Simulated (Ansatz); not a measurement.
# CH₂AlFTe: a spread of methods and bases

How do the results and run time of CH₂AlFTe respond when the settings are drawn wide?

Method: the settings change from run to run; program: Ansatz 0.2.0, Gaussian basis.

## 1. The relaxed structure

The geometry comes from an earlier relaxation with PBE0-D4 in a triple-zeta def2 set; it is a stationary point. Te takes a core potential in def2 sets; no spin-orbit term is included.

SMILES `F[CH]1[AlH][Te]1`, 6 atoms, charge 0, spin multiplicity 1.

Atoms are counted from 1 here; the program's logs count them from 0.

Bond lengths: F1–C2 1.368 Å, C2–Al3 1.942 Å, C2–Te4 2.291 Å, C2–H5 1.088 Å, Al3–Te4 2.436 Å, Al3–H6 1.571 Å. Angles: F1–C2–Al3 121.1°, F1–C2–Te4 112.7°, F1–C2–H5 109.0°, Al3–C2–Te4 69.7°, Al3–C2–H5 127.3°, Te4–C2–H5 106.4°, C2–Al3–Te4 61.9°, C2–Al3–H6 146.7°, Te4–Al3–H6 151.2°, C2–Te4–Al3 48.4°.

## 2. PBE0/def2-TZVP

This run has coordinates scaled by 1.05, the search for lower states set to light.

The input, in.yaml:

```yaml
crystal:
  periodic: [false, false, false]
  atoms:
    - {symbol: F, position_ang: [0.763908, -1.757266, -0.541287]}
    - {symbol: C, position_ang: [0.353067, -0.386229, -0.659159]}
    - {symbol: Al, position_ang: [-0.121843, 0.716040, 0.989193]}
    - {symbol: Te, position_ang: [-2.031727, -0.112463, -0.497450]}
    - {symbol: H, position_ang: [0.652824, 0.004665, -1.690094]}
    - {symbol: H, position_ang: [0.427870, 1.467947, 2.350286]}
basis:
  gaussian: {orbitals: def2-TZVP}
hamiltonian: {xc: {name: PBE0}}
scf: {lower_state_search: light}
output: {forces: true}
```

Run with:

```console
$ ansatz run in.yaml --threads 2 --pin off --events-out ev --progress --plain --max-ram 4352MiB
```

Output:

```text
Functional definition: PBE0
  name "PBE0"
  cite "Adamo & Barone, J. Chem. Phys. 110, 6158 (1999) doi:10.1063/1.478522"
  cite "Perdew, Burke & Ernzerhof, Phys. Rev. Lett. 77, 3865 (1996) doi:10.1103/PhysRevLett.77.3865"
  parent pbe
  parameter a = 0.25
  parameter kappa = 0.804
  parameter beta = 0.06672455060314922
  exchange = (1 - a)*pbe_x(kappa = kappa, mu = beta*pi^2/3) + a*exact_x
  correlation = pbe_c(beta = beta)
1141 factors; their error is unknown
mean field evaluation 1: about -17667.1783 eV, gradient 3.8e1 eV
mean field evaluation 2: about -17659.0774 eV, gradient 6.6e1 eV
mean field evaluation 4: about -17670.6775 eV, gradient 5.1e0 eV
mean field evaluation 8: about -17670.7529 eV, gradient 1.5e-1 eV
mean field evaluation 16: about -17670.9155 eV, gradient 8.6e-4 eV
mean field -17670.91550423 eV, -649.3941670039 hartree, gradient 2.7e-5 eV, S^2 0.000000; 0 other end points of the search recorded, 0 dependent functions left out
the calculation of the forces begins
reference -17670.91553297 eV, -649.3941680597 hartree; 27, 27 occupied and 134, 134 virtual orbitals, 1141 factors
Total energy: -17670.91553297 eV, -649.3941680597 hartree
Atom 0 at     0.763908    -1.757266    -0.541287 Å, force    -0.684619     2.157914    -0.222794 eV/Å
Atom 1 at     0.353067    -0.386229    -0.659159 Å, force     0.060779    -0.606148    -0.144986 eV/Å
Atom 2 at    -0.121843     0.716040     0.989193 Å, force    -0.254513    -0.662398    -0.859195 eV/Å
Atom 3 at    -2.031727    -0.112463    -0.497450 Å, force     1.618362     0.246419     0.579278 eV/Å
Atom 4 at     0.652824     0.004665    -1.690094 Å, force    -0.438793    -0.699701     1.439650 eV/Å
Atom 5 at     0.427870     1.467947     2.350286 Å, force    -0.301216    -0.436086    -0.791953 eV/Å
Dipole moment:     0.157406     0.453233     0.201327 e Å
```

Wall time 3.6 s (2 threads of Arm Neoverse V1, shared host); peak memory 0.36 GiB.

Largest force 2.275 eV/Å, dipole 2.50 D.

## 3. wPBEh/def2-mTZVPP

Set apart from the defaults: charge -1, multiplicity 2, restricted open-shell orbitals, density fitting with def2-universal-jkfit.

The input, in.yaml:

```yaml
crystal:
  periodic: [false, false, false]
  atoms:
    - {symbol: F, position_ang: [0.727531, -1.673586, -0.515512]}
    - {symbol: C, position_ang: [0.336254, -0.367837, -0.627771]}
    - {symbol: Al, position_ang: [-0.116041, 0.681943, 0.942089]}
    - {symbol: Te, position_ang: [-1.934978, -0.107107, -0.473762]}
    - {symbol: H, position_ang: [0.621737, 0.004443, -1.609613]}
    - {symbol: H, position_ang: [0.407495, 1.398045, 2.238367]}
basis:
  gaussian: {orbitals: def2-mTZVPP, fitting: {mean_field: def2-universal-jkfit}}
total_charge: -1
magnetization: {spin_polarized: false, initial_magnetization: 1}
hamiltonian: {xc: {name: wPBEh}}
output: {forces: true}
```

Launched as before.

Output, shortened:

```text
Functional definition: wPBEh
  name "wPBEh"
  cite "Heyd, Scuseria & Ernzerhof, J. Chem. Phys. 118, 8207 (2003) doi:10.1063/1.1564060"
  cite "Krukau, Vydrov, Izmaylov & Scuseria, J. Chem. Phys. 125, 224106 (2006) doi:10.1063/1.2404663"
  cite "Heyd & Scuseria, J. Chem. Phys. 120, 7274 (2004) doi:10.1063/1.1668634"
  cite "Ernzerhof & Perdew, J. Chem. Phys. 109, 3313 (1998) doi:10.1063/1.476928"
  cite "Perdew, Burke & Ernzerhof, Phys. Rev. Lett. 77, 3865 (1996) doi:10.1103/PhysRevLett.77.3865"
  parent pbe
[...]
534 factors; integrals over basis functions are off by at most 1.6e0 eV
534 factors; integrals over basis functions are off by at most 1.8e-7 eV
[...]
mean field -17671.91287676 eV, -649.4308197682 hartree, gradient 8.8e-6 eV, S^2 0.750000; 6 other end points of the search recorded, 0 dependent functions left out
[...]
reference -17671.91291603 eV, -649.4308212114 hartree; 28, 27 occupied and 83, 84 virtual orbitals, 534 factors
Total energy: -17671.91291603 eV, -649.4308212114 hartree
Atom 0 at     0.727531    -1.673586    -0.515512 Å, force     0.387677    -0.966109    -0.255023 eV/Å
Atom 1 at     0.336254    -0.367837    -0.627771 Å, force    -0.023378     0.580524     0.374242 eV/Å
Atom 2 at    -0.116041     0.681943     0.942089 Å, force     1.033847     1.173299     0.387601 eV/Å
Atom 3 at    -1.934978    -0.107107    -0.473762 Å, force    -1.363740    -0.515370    -0.795356 eV/Å
Atom 4 at     0.621737     0.004443    -1.609613 Å, force    -0.046989    -0.066130    -0.061670 eV/Å
Atom 5 at     0.407495     1.398045     2.238367 Å, force     0.012583    -0.206212     0.350207 eV/Å
Dipole moment:    -0.378553    -0.268495    -0.474192 e Å
```

It took 7.5 s on 2 threads of Arm Neoverse V1, shared host; peak memory 0.33 GiB.

Largest force 1.661 eV/Å.

## 4. B97M-V/def2-SVPD

This run has charge +1, multiplicity 2, finite nuclei, relativity set to scalar, the search for lower states set to off.

Changes to in.yaml since step 3:

```diff
@@ -10,6 +10,6 @@
 basis:
-  gaussian: {orbitals: def2-mTZVPP, fitting: {mean_field: def2-universal-jkfit}}
-total_charge: -1
-magnetization: {spin_polarized: false, initial_magnetization: 1}
-hamiltonian: {xc: {name: wPBEh}}
-output: {forces: true}
+  gaussian: {orbitals: def2-SVPD, nuclear_model: gaussian}
+total_charge: 1
+magnetization: {spin_polarized: true, initial_magnetization: 1}
+hamiltonian: {xc: {name: B97M-V}, pseudopotentials: {relativity: scalar}}
+scf: {lower_state_search: off}
```

The command is unchanged.

Output, shortened:

```text
Functional definition: B97M-V
  name "B97M-V"
  cite "Mardirossian & Head-Gordon, J. Chem. Phys. 142, 074111 (2015) doi:10.1063/1.4907719"
  cite "Becke, J. Chem. Phys. 107, 8554 (1997) doi:10.1063/1.475007"
  cite "Vydrov & Van Voorhis, J. Chem. Phys. 133, 244103 (2010) doi:10.1063/1.3521275"
  # Of w^i u^j: cxij and so on, Table III.
[...]
  gx(w, u) = cx00 + cx01*u + cx02*u^2 + (cx10 + cx11*u)*w
  gss(w, u) = css00 + css02*u^2 + css10*w + (css32*w^3 + css42*w^4)*u^2
  gos(w, u) = cos00 + cos01*u + cos03*u^3 + cos10*w + cos32*w^3*u^2
[...]
      + integral(e_c_pw_mod_opposite_spin*gos(b97_w_opposite, b97_u_opposite)) + vv10(b, c)
[...]
1091 factors; their error is unknown
[...]
mean field -17672.90782028 eV, -649.4673832682 hartree, gradient 2.9e-6 eV, S^2 0.754758; 0 other end points of the search recorded, 0 dependent functions left out
reference -17672.90790338 eV, -649.4673863220 hartree; 27, 26 occupied and 91, 92 virtual orbitals, 1091 factors
Total energy: -17672.90790338 eV, -649.4673863220 hartree
Relativity: scalar
Checks for a lower state left out: stability, starts, cluster_reference, orbital_swaps, neighbouring_geometries, increment
```

It took 9 s on 2 threads of Arm Neoverse V1, shared host.

⟨S²⟩ 0.755.

## 5. SPW92/def2-SVPD

This run has charge -1, multiplicity 2.

Changes to in.yaml since step 4:

```diff
@@ -10,6 +10,6 @@
 basis:
-  gaussian: {orbitals: def2-SVPD, nuclear_model: gaussian}
-total_charge: 1
+  gaussian: {orbitals: def2-SVPD}
+total_charge: -1
 magnetization: {spin_polarized: true, initial_magnetization: 1}
-hamiltonian: {xc: {name: B97M-V}, pseudopotentials: {relativity: scalar}}
-scf: {lower_state_search: off}
+hamiltonian: {xc: {name: SPW92}}
+output: {forces: true}
```

Same command.

Output, shortened:

```text
Functional definition: SPW92
  name "SPW92"
  cite "Dirac, Proc. Camb. Phil. Soc. 26, 376 (1930) doi:10.1017/S0305004100016108"
  cite "Slater, Phys. Rev. 81, 385 (1951) doi:10.1103/PhysRev.81.385"
  cite "Perdew & Wang, Phys. Rev. B 45, 13244 (1992) doi:10.1103/PhysRevB.45.13244"
[...]
1091 factors; their error is unknown
[...]
mean field -17605.45707316 eV, -646.9886140313 hartree, gradient 1.9e-5 eV, S^2 0.752271; 8 other end points of the search recorded, 0 dependent functions left out
[...]
reference -17605.45712236 eV, -646.9886158393 hartree; 28, 27 occupied and 90, 91 virtual orbitals, 1091 factors
Total energy: -17605.45712236 eV, -646.9886158393 hartree
Atom 0 at     0.727531    -1.673586    -0.515512 Å, force     0.373262    -0.704777    -0.195531 eV/Å
Atom 1 at     0.336254    -0.367837    -0.627771 Å, force    -0.097863     0.097648     0.963246 eV/Å
Atom 2 at    -0.116041     0.681943     0.942089 Å, force     0.865409     0.871999     0.094229 eV/Å
Atom 3 at    -1.934978    -0.107107    -0.473762 Å, force    -1.295521    -0.356378    -0.642105 eV/Å
Atom 4 at     0.621737     0.004443    -1.609613 Å, force     0.120329     0.200991    -0.663866 eV/Å
Atom 5 at     0.407495     1.398045     2.238367 Å, force     0.034383    -0.109484     0.444028 eV/Å
Dipole moment:    -0.392211    -0.298101    -0.473746 e Å
```

It took 4.1 s on 2 threads of Arm Neoverse V1, shared host.

Largest force 1.489 eV/Å, ⟨S²⟩ 0.752.

## 6. RPA/def2-TZVPD

Options: charge +1, multiplicity 2, atoms shaken by 0.08 Å, finite nuclei.

The input, in.yaml:

```yaml
crystal:
  periodic: [false, false, false]
  atoms:
    - {symbol: F, position_ang: [0.774823, -1.706759, -0.564901]}
    - {symbol: C, position_ang: [0.358170, -0.315986, -0.584884]}
    - {symbol: Al, position_ang: [-0.095827, 0.710878, 1.022163]}
    - {symbol: Te, position_ang: [-1.883651, -0.144697, -0.371116]}
    - {symbol: H, position_ang: [0.746077, 0.063780, -1.604128]}
    - {symbol: H, position_ang: [0.348745, 1.314375, 2.374553]}
basis:
  gaussian: {orbitals: def2-TZVPD, nuclear_model: gaussian}
total_charge: 1
magnetization: {spin_polarized: true, initial_magnetization: 1}
hamiltonian: {xc: {name: HF}}
correlation: {method: rpa}
```

The command is unchanged.

Output, shortened:

```text
Functional definition: HF
  name "HF"
  cite "Fock, Z. Phys. 61, 126 (1930) doi:10.1007/BF01340294"
  parent pbe
[...]
1449 factors; integrals over basis functions are off by at most 1.0e-3 eV
[...]
mean field -17609.41420505 eV, -647.1340359460 hartree, gradient 3.1e-6 eV, S^2 0.787295; 8 other end points of the search recorded, 0 dependent functions left out
11 core orbitals not correlated: weight in the atoms' cores, before any rotation towards them, 1.000 or more for the frozen orbitals, at most 0.000 for the correlated occupied ones
reference -17609.41420505 eV, -647.1340359460 hartree; 16, 15 occupied and 170, 171 virtual orbitals, 1449 factors
Total energy: -17636.11061847 eV, -648.1151110438 hartree
```

Run time: 28 s. Hardware: 2 threads of Arm Neoverse V1, shared host; peak memory 0.59 GiB.

⟨S²⟩ 0.787.

## 7. PBE-QIDH/ANO-RCC-VTZP

The input, in.yaml:

```yaml
crystal:
  periodic: [false, false, false]
  atoms:
    - {symbol: F, position_ang: [0.727531, -1.673586, -0.515512]}
    - {symbol: C, position_ang: [0.336254, -0.367837, -0.627771]}
    - {symbol: Al, position_ang: [-0.116041, 0.681943, 0.942089]}
    - {symbol: Te, position_ang: [-1.934978, -0.107107, -0.473762]}
    - {symbol: H, position_ang: [0.621737, 0.004443, -1.609613]}
    - {symbol: H, position_ang: [0.407495, 1.398045, 2.238367]}
basis:
  gaussian: {orbitals: ANO-RCC-VTZP}
hamiltonian: {xc: {name: PBE-QIDH}}
output: {forces: true}
```

Launched as before.

Output, shortened:

```text
Functional definition: PBE-QIDH
  name "PBE-QIDH"
  cite "Brémond, Sancho-García, Pérez-Jiménez & Adamo, J. Chem. Phys. 141, 031101 (2014) doi:10.1063/1.4890314"
  cite "Perdew, Burke & Ernzerhof, Phys. Rev. Lett. 77, 3865 (1996) doi:10.1103/PhysRevLett.77.3865"
[...]
1329 factors; integrals over basis functions are off by at most 7.9e-4 eV
[...]
mean field -195220.98638899 eV, -7174.2389242581 hartree, gradient 6.4e-6 eV, S^2 0.000000; 0 other end points of the search recorded, 0 dependent functions left out
25 core orbitals not correlated: weight in the atoms' cores, before any rotation towards them, 1.000 or more for the frozen orbitals, at most 0.000 for the correlated occupied ones
reference -195220.98640756 eV, -7174.2389249406 hartree; 16, 16 occupied and 149, 149 virtual orbitals, 1329 factors
second order -32.57772766 eV of doubles, -0.00000000 eV of singles
[...]
Total energy: -195231.84565011 eV, -7174.6379947438 hartree
Relativity: scalar
Atom 0 at     0.727531    -1.673586    -0.515512 Å, force    -0.072527     0.166339    -0.018850 eV/Å
Atom 1 at     0.336254    -0.367837    -0.627771 Å, force    -0.065482    -0.023721    -0.095543 eV/Å
Atom 2 at    -0.116041     0.681943     0.942089 Å, force    -0.020059    -0.004828     0.021882 eV/Å
Atom 3 at    -1.934978    -0.107107    -0.473762 Å, force     0.280196     0.004166     0.041533 eV/Å
Atom 4 at     0.621737     0.004443    -1.609613 Å, force    -0.071604    -0.078735     0.172644 eV/Å
Atom 5 at     0.407495     1.398045     2.238367 Å, force    -0.050523    -0.063221    -0.121666 eV/Å
Dipole moment:     0.171983     0.412678     0.188545 e Å
```

Run time: 45 s. Hardware: 2 threads of Arm Neoverse V1, shared host; peak memory 0.74 GiB.

Largest force 0.283 eV/Å, dipole 2.33 D.

## 8. wB97M-V/def2-TZVPP

Set apart from the defaults: charge -1, multiplicity 2, relativity set to none, the search for lower states set to full.

Changes to in.yaml since step 7:

```diff
@@ -10,4 +10,6 @@
 basis:
-  gaussian: {orbitals: ANO-RCC-VTZP}
-hamiltonian: {xc: {name: PBE-QIDH}}
-output: {forces: true}
+  gaussian: {orbitals: def2-TZVPP}
+total_charge: -1
+magnetization: {spin_polarized: true, initial_magnetization: 1}
+hamiltonian: {xc: {name: wB97M-V}, pseudopotentials: {relativity: none}}
+scf: {lower_state_search: full}
```

Launched as before.

Output, shortened:

```text
Functional definition: wB97M-V
  name "wB97M-V"
  cite "Mardirossian & Head-Gordon, J. Chem. Phys. 144, 214110 (2016) doi:10.1063/1.4952647"
  cite "Becke, J. Chem. Phys. 107, 8554 (1997) doi:10.1063/1.475007"
  cite "Vydrov & Van Voorhis, J. Chem. Phys. 133, 244103 (2010) doi:10.1063/1.3521275"
  # Of w^i u^j: cxij and so on, Table III.
[...]
  gx(w, u) = 1 - cx + cx01*u + cx10*w
  gss(w, u) = css00 + css04*u^4 + css10*w + css20*w^2 + css43*w^4*u^3
  gos(w, u) = cos00 + cos10*w + (cos20 + cos21*u)*w^2 + (cos60 + cos61*u)*w^6
[...]
      + integral(e_c_pw_mod_opposite_spin*gos(b97_w_opposite, b97_u_opposite)) + vv10(b, c)
1137 factors; their error is unknown
251 factors; integrals over basis functions are off by at most 4.3e-5 eV
[...]
mean field -17675.66176094 eV, -649.5685887209 hartree, gradient 1.7e-5 eV, S^2 0.753821; 6 other end points of the search recorded, 0 dependent functions left out
reference -17675.66180352 eV, -649.5685902855 hartree; 28, 27 occupied and 154, 155 virtual orbitals, 1137 factors
Total energy: -17675.66180352 eV, -649.5685902855 hartree
```

Wall time 70 s (2 threads of Arm Neoverse V1, shared host); peak memory 1 GiB.

⟨S²⟩ 0.754.

## 9. r2SCAN50/def2-TZVP

Options: the search for lower states set to off.

Changes to in.yaml since step 8:

```diff
@@ -10,6 +10,4 @@
 basis:
-  gaussian: {orbitals: def2-TZVPP}
-total_charge: -1
-magnetization: {spin_polarized: true, initial_magnetization: 1}
-hamiltonian: {xc: {name: wB97M-V}, pseudopotentials: {relativity: none}}
-scf: {lower_state_search: full}
+  gaussian: {orbitals: def2-TZVP}
+hamiltonian: {xc: {name: r2SCAN50}}
+scf: {lower_state_search: off}
```

The command is unchanged.

Output, shortened:

```text
Functional definition: r2SCAN50
  name "r2SCAN50"
  cite "Bursch, Neugebauer, Ehlert & Grimme, J. Chem. Phys. 156, 134105 (2022) doi:10.1063/5.0086040"
  cite "Furness, Kaplan, Ning, Perdew & Sun, J. Phys. Chem. Lett. 11, 8208 (2020) doi:10.1021/acs.jpclett.0c02405"
  cite "Furness, Kaplan, Ning, Perdew & Sun, J. Phys. Chem. Lett. 11, 9248 (2020) doi:10.1021/acs.jpclett.0c03077"
  parent r2scan
[...]
1281 factors; their error is unknown
[...]
mean field -17675.52084473 eV, -649.5634101456 hartree, gradient 3.4e-6 eV, S^2 0.000000; 0 other end points of the search recorded, 0 dependent functions left out
reference -17675.52085177 eV, -649.5634104043 hartree; 27, 27 occupied and 134, 134 virtual orbitals, 1281 factors
Total energy: -17675.52085177 eV, -649.5634104043 hartree
Checks for a lower state left out: stability, starts, cluster_reference, orbital_swaps, neighbouring_geometries, increment
```

It took 4.4 s on 2 threads of Arm Neoverse V1, shared host; peak memory 0.38 GiB.

## 10. PBEsol/def2-TZVPD

Set apart from the defaults: charge +1, multiplicity 2, D3(BJ) with three-body dispersion.

Changes to in.yaml since step 9:

```diff
@@ -10,4 +10,6 @@
 basis:
-  gaussian: {orbitals: def2-TZVP}
-hamiltonian: {xc: {name: r2SCAN50}}
-scf: {lower_state_search: off}
+  gaussian: {orbitals: def2-TZVPD}
+total_charge: 1
+magnetization: {spin_polarized: true, initial_magnetization: 1}
+hamiltonian: {xc: {name: PBEsol}, dispersion: d3bjatm}
+output: {forces: true}
```

The command is unchanged.

Output, shortened:

```text
Functional definition: PBEsol
  name "PBEsol"
  cite "Perdew et al., Phys. Rev. Lett. 100, 136406 (2008) doi:10.1103/PhysRevLett.100.136406"
  cite "Perdew, Burke & Ernzerhof, Phys. Rev. Lett. 77, 3865 (1996) doi:10.1103/PhysRevLett.77.3865"
  parent pbesol
[...]
1186 factors; their error is unknown
[...]
mean field -17628.81425519 eV, -647.8469746388 hartree, gradient 2.0e-5 eV, S^2 0.752980; 4 other end points of the search recorded, 0 dependent functions left out
[...]
reference -17628.81430061 eV, -647.8469763078 hartree; 27, 26 occupied and 170, 171 virtual orbitals, 1186 factors
Total energy: -17628.87494394 eV, -647.8492049091 hartree
Atom 0 at     0.727531    -1.673586    -0.515512 Å, force    -0.446758     0.850087    -0.193788 eV/Å
Atom 1 at     0.336254    -0.367837    -0.627771 Å, force     0.013373    -1.953327     0.168221 eV/Å
Atom 2 at    -0.116041     0.681943     0.942089 Å, force     0.994995     1.092435     1.159674 eV/Å
Atom 3 at    -1.934978    -0.107107    -0.473762 Å, force    -0.846107    -0.645367    -0.765237 eV/Å
Atom 4 at     0.621737     0.004443    -1.609613 Å, force     0.303212     0.635100    -0.379086 eV/Å
Atom 5 at     0.407495     1.398045     2.238367 Å, force    -0.018715     0.021072     0.010216 eV/Å
Dipole moment:     0.319841     0.547602     0.286852 e Å
```

Run time: 11 s. Hardware: 2 threads of Arm Neoverse V1, shared host; peak memory 0.32 GiB.

Largest force 1.961 eV/Å, ⟨S²⟩ 0.753.

## 11. The runs in one table

| level | charge | multiplicity | geometry | functions | energy (eV) | time |
| --- | --- | --- | --- | --- | --- | --- |
| PBE0/def2-TZVP | 0 | 1 | scaled | 161 | -17670.916 | 3.6 s |
| wPBEh/def2-mTZVPP | -1 | 2 | relaxed | 111 | -17671.913 | 7.5 s |
| B97M-V/def2-SVPD | 1 | 2 | relaxed | 118 | -17672.908 | 9 s |
| SPW92/def2-SVPD | -1 | 2 | relaxed | 118 | -17605.457 | 4.1 s |
| RPA/def2-TZVPD | 1 | 2 | shaken | 197 | -17636.111 | 28 s |
| PBE-QIDH/ANO-RCC-VTZP | 0 | 1 | relaxed | 190 | -195231.846 | 45 s |
| wB97M-V/def2-TZVPP | -1 | 2 | relaxed | 182 | -17675.662 | 70 s |
| r2SCAN50/def2-TZVP | 0 | 1 | relaxed | 161 | -17675.521 | 4.4 s |
| PBEsol/def2-TZVPD | 1 | 2 | relaxed | 197 | -17628.875 | 11 s |

## 12. What came out

| quantity | value |
| --- | --- |
| runs | 9 |
| quickest | PBE0/def2-TZVP, 3.6 s |
| slowest | wB97M-V/def2-TZVPP, 70 s |
| spread of total energies, same state and geometry | 177556.3 eV |

Run time spans a factor of 19, from PBE0/def2-TZVP to wB97M-V/def2-TZVPP. The jobs differ in tasks and options as well as level. Total energies at one charge and spin differ by 177556 eV between levels, so only differences within one level mean anything. Some of these runs are scalar-relativistic and others not, which shifts the totals of all-electron atoms past neon by eV; core potentials, where a basis has them, take the core out of the total altogether. At the PBE0-D4/def2-TZVP geometry and in the same state, runs without warnings or point charges leave forces up to 0.28 eV/Å (PBE-QIDH/ANO-RCC-VTZP), against 2.3 eV/Å where the atoms were moved.
